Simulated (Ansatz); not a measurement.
# C2H4AlCl: the cost of one run

Method: RKS PBE0-D4/def2-mTZVP, in Ansatz 0.2.0.

## Step 1: The structure to begin with

Bond lengths: Cl1–Al2 2.220 Å, Al2–C3 2.001 Å, Al2–C4 1.972 Å, C3–C4 1.480 Å, C3–H5 1.140 Å, C3–H6 1.097 Å, C4–H7 1.080 Å, C4–H8 1.145 Å. Angles (14 of 15 angles, heavy atoms first): Cl1–Al2–C3 149.5°, Cl1–Al2–C4 151.1°, C3–Al2–C4 43.7°, Al2–C3–C4 67.1°, Al2–C4–C3 69.1°, Al2–C3–H5 114.6°, Al2–C3–H6 117.2°, C4–C3–H5 109.9°, C4–C3–H6 119.4°, Al2–C4–H7 119.1°, Al2–C4–H8 113.9°, C3–C4–H7 118.8°, C3–C4–H8 109.6°, H5–C3–H6 118.3°.

Coordinates:

```xyz
8

Cl   -0.2091   -1.0401    3.2686
Al    0.2688   -0.4935    1.1702
C     0.2241    0.8456   -0.3156
C    -0.1442   -0.5181   -0.7582
H     1.2475    1.1263   -0.7329
H    -0.5483    1.6233   -0.2663
H     0.5181   -1.0433   -1.4302
H    -1.2647   -0.5572   -0.9914
```

## Step 2: End point A

Contents of input.yaml:

```yaml
crystal:
  periodic: [false, false, false]
  atoms:
    - { symbol: Cl, position_ang: [-0.2091, -1.0401, 3.2686] }
    - { symbol: Al, position_ang: [0.2688, -0.4935, 1.1702] }
    - { symbol: C, position_ang: [0.2241, 0.8456, -0.3156] }
    - { symbol: C, position_ang: [-0.1442, -0.5181, -0.7582] }
    - { symbol: H, position_ang: [1.2475, 1.1263, -0.7329] }
    - { symbol: H, position_ang: [-0.5483, 1.6233, -0.2663] }
    - { symbol: H, position_ang: [0.5181, -1.0433, -1.4302] }
    - { symbol: H, position_ang: [-1.2647, -0.5572, -0.9914] }
basis:
  gaussian: { orbitals: def2-mTZVP }
hamiltonian:
  xc: pbe0
  dispersion: d4
relax:
  f_tol: 0.02
  max_steps: 50
output:
  orbitals: {}
```

Run with:

```console
$ ansatz run input.yaml --threads 2 --pin off --max-ram 3072MiB --backend cpu --events-out ev --progress --plain --runs-dir out
```

**Question.** How long does this run take on 2 threads of Arm Neoverse V1, shared host, and how much memory does it need?

About 16 s, with a peak of 0.18 GiB.
